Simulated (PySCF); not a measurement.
# H9N3Nd (Nd(NH3)32+): the cost of one run

Method: several levels, as the steps say, no spin–orbit coupling; program: PySCF 2.14.0.

1 further run of the same task is left out (for a known fault of the program).

**1. The starting structure**

13 atoms, charge 2, spin multiplicity 1.

Bond lengths: Nd1–N2 2.719 Å, Nd1–N6 2.718 Å, Nd1–N10 2.717 Å, N2–H3 1.027 Å, N2–H4 1.027 Å, N2–H5 1.027 Å, N6–H7 1.027 Å, N6–H8 1.027 Å, N6–H9 1.027 Å, N10–H11 1.027 Å, N10–H12 1.027 Å, N10–H13 1.027 Å. Angles: N2–Nd1–N6 120.0°, N2–Nd1–N10 120.0°, N6–Nd1–N10 120.0°, Nd1–N2–H3 115.1°, Nd1–N2–H4 114.9°, Nd1–N2–H5 115.0°, H3–N2–H4 103.4°, H3–N2–H5 103.4°, H4–N2–H5 103.4°, Nd1–N6–H7 114.9°, Nd1–N6–H8 115.0°, Nd1–N6–H9 115.0°, H7–N6–H8 103.4°, H7–N6–H9 103.4°, H8–N6–H9 103.5°, Nd1–N10–H11 115.0°, Nd1–N10–H12 115.0°, Nd1–N10–H13 115.0° and more.

Geometry (Å):

```xyz
13

Nd   -0.00070   -0.00056    0.00086
N     2.71780    0.00000   -0.00356
H     3.15423   -0.65663    0.65475
H     3.14958   -0.24292   -0.90338
H     3.15184    0.90004    0.23392
N    -1.35906    2.35312   -0.01039
H    -1.31262    2.88389    0.86775
H    -1.04700    3.03146   -0.71563
H    -2.36750    2.27181   -0.18689
N    -1.35896   -2.35338    0.01395
H    -1.92431   -2.52283    0.85450
H    -2.03144   -2.47070   -0.75339
H    -0.77186   -3.19329   -0.05247
```

Formal oxidation states: Nd +2. Each metal's 4 4f electrons lie in its core potential, so multiplicities, spins and levels count the valence alone. An earlier session relaxed this geometry at PBE0, Nd lcecp-0-SVP with ECP50, N def2-SVP, H def2-SVP (singlet, point group C1).

At PBE0 on the finer grid: E = -196.712336 Eh, frontier levels not given, since the 4f levels lie in the core, Mulliken charge on Nd1 +1.32 e, largest force component 0.006 eV/Å. 

Levels to run: BP86; BLYP; PBE0, TZVP. Hardware: 2 threads of Arm Neoverse V1, shared host.

**2. BP86**

Input file run.py (the lines that set the calculation):

```python
mol = gto.M(atom='''
Nd    -0.00070    -0.00056     0.00086
N      2.71780     0.00000    -0.00356
H      3.15423    -0.65663     0.65475
H      3.14958    -0.24292    -0.90338
H      3.15184     0.90004     0.23392
N     -1.35906     2.35312    -0.01039
H     -1.31262     2.88389     0.86775
H     -1.04700     3.03146    -0.71563
H     -2.36750     2.27181    -0.18689
N     -1.35896    -2.35338     0.01395
H     -1.92431    -2.52283     0.85450
H     -2.03144    -2.47070    -0.75339
H     -0.77186    -3.19329    -0.05247''',
    basis={'Nd': 'lcecp-0-SVP', 'N': 'def2-SVP', 'H': 'def2-SVP'},
    ecp={'Nd': 'lcecp-0-SVP'},
    charge=2, spin=0)
mf = dft.RKS(mol, xc='B88,P86')
mf.grids.atom_grid = (75, 302)  # f atoms: unpruned, at least (60, 302)
mf = mf.density_fit()  # fitting sets: Nd AutoAux, N def2-universal-JKFIT, H def2-universal-JKFIT
mf.conv_tol = 1e-08; mf.max_cycle = 55
mf.kernel(dm0)  # dm0: the density of the relaxed state
```

Started as:

```
OMP_NUM_THREADS=2 python run.py
```

**Question.** How long does this run take on 2 threads of Arm Neoverse V1, shared host?

About 8.8 s.
